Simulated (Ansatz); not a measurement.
Crystal: Li2RuN2.

```
Ru N Li
1.0
     3.16423    0.00000    0.00000
    -1.58212    2.74031    0.00000
     0.00000    0.00000    5.21145
Ru N Li
1 2 2
Direct
  0.00000 0.00000 0.00000
  0.33333 0.66667 0.21301
  0.66667 0.33333 0.78699
  0.33333 0.66667 0.63982
  0.66667 0.33333 0.36018
```

The cell comes from a database or a generator and needn't be the stable form of this composition.

- Program: Ansatz 0.2.0
- Task: relaxation of cell and atoms
- Functional: LDA
- Potentials or basis: Ansatz PAW
- Cutoff: 420 eV (not typed: the program's choice for these potentials)
- k mesh: 10 × 10 × 5
- Occupations: fermi-dirac, width 0.05 eV
- Spin: no spin polarisation

At the start: volume 9.04 Å³/atom.

**Question.** How do energy, volume and symmetry change on relaxing?

**Answer.** It ends after 8 steps and the volume is 8.37 Å³/atom (-7.4 %); space group P-3m1 (No. 164, to 0.05 Å).

The path:
```
step  energy change (eV)  largest force (eV/Å)  volume (Å³)
   1              0.0000                0.6244        45.19
   2             -0.1456                0.0565        42.95
   3             -0.1595                0.1144        42.08
   4             -0.1612                0.0216        41.94
   5             -0.1614                0.0058        41.91
   6             -0.1532                0.0057        41.91
   7             -0.1536                0.0011        41.83
   8             -0.1533                0.0011        41.83
```

Final structure:
```cif
data_structure
_symmetry_space_group_name_H-M 'P 1'
_symmetry_Int_Tables_number 1
_cell_length_a 3.0872
_cell_length_b 3.0872
_cell_length_c 5.0679
_cell_angle_alpha 90.000
_cell_angle_beta 90.000
_cell_angle_gamma 120.000
_cell_volume 41.83
loop_
_atom_site_label
_atom_site_type_symbol
_atom_site_fract_x
_atom_site_fract_y
_atom_site_fract_z
_atom_site_occupancy
Ru1 Ru 0.00000 0.00000 0.00000 1
N1 N 0.33333 0.66667 0.21352 1
N2 N 0.66667 0.33333 0.78648 1
Li1 Li 0.33333 0.66667 0.63839 1
Li2 Li 0.66667 0.33333 0.36161 1
```

Caveat: the plane-wave basis is chosen anew once the cell has moved, so the energies of steps on either side of that aren't comparable; the pressure holds a Pulay correction of +0.6 GPa for the finite cutoff; the PAW data sets come from PBE, with cores solved anew for the run's functional, which leaves a small shift of forces and pressure.
